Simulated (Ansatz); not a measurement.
# CH4BrClMgO: the cost of one run

Method: RKS PBE0-D4/def2-SVP, in Ansatz 0.2.0.

## Step 1: The structure to begin with

Bond lengths: Mg1–Br2 3.049 Å, Mg1–Cl3 2.133 Å, Mg1–O5 2.418 Å, O5–C6 1.398 Å, C6–H7 1.096 Å, C6–H8 1.096 Å, C6–H9 1.092 Å. Angles: Br2–Mg1–Cl3 141.2°, Br2–Mg1–O5 67.8°, Cl3–Mg1–O5 133.1°, Mg1–O5–C6 158.2°, O5–C6–H7 110.6°, O5–C6–H8 110.8°, O5–C6–H9 107.9°, H7–C6–H8 109.6°, H7–C6–H9 108.9°, H8–C6–H9 109.0°.

Coordinates:

```xyz
9

Mg   -0.6517   -2.1586   -0.2302
Br   -1.2087   -1.0173    2.5419
Cl   -1.6037   -3.2328   -1.8081
H    -0.2993    0.1231    1.1845
O     0.1125    0.1248   -0.0120
C     0.7792    1.3084   -0.3436
H     0.1059    2.1684   -0.2542
H     1.6524    1.4567    0.3016
H     1.1135    1.2272   -1.3799
```

## Step 2: A restrained relaxation towards end A

Springs on the bonds that form and break draw the guess towards this end; the thresholds are loose.

File input.yaml:

```yaml
crystal:
  periodic: [false, false, false]
  atoms:
    - { symbol: Mg, position_ang: [-0.6517, -2.1586, -0.2302] }
    - { symbol: Br, position_ang: [-1.2087, -1.0173, 2.5419] }
    - { symbol: Cl, position_ang: [-1.6037, -3.2328, -1.8081] }
    - { symbol: H, position_ang: [-0.2993, 0.1231, 1.1845] }
    - { symbol: O, position_ang: [0.1125, 0.1248, -0.012] }
    - { symbol: C, position_ang: [0.7792, 1.3084, -0.3436] }
    - { symbol: H, position_ang: [0.1059, 2.1684, -0.2542] }
    - { symbol: H, position_ang: [1.6524, 1.4567, 0.3016] }
    - { symbol: H, position_ang: [1.1135, 1.2272, -1.3799] }
basis:
  gaussian: { orbitals: def2-SVP }
hamiltonian:
  xc: pbe0
  dispersion: d4
relax:
  f_tol: 0.15
  max_steps: 25
  restrain:
    - { distance: [0, 4], at: 3.37, k: 30.0 }
    - { distance: [3, 1], at: 2.81, k: 30.0 }
    - { distance: [0, 1], at: 2.61, k: 30.0 }
    - { distance: [3, 4], at: 0.97, k: 30.0 }
output:
  orbitals: {}
```

Launch:

```console
$ ansatz run input.yaml --threads 2 --pin off --max-ram 3072MiB --backend cpu --events-out ev --progress --plain --runs-dir out
```

**Question.** How long does this run take on 2 threads of Arm Neoverse V2, shared host, and how much memory does it need?

About 29 s, with a peak of 0.29 GiB.
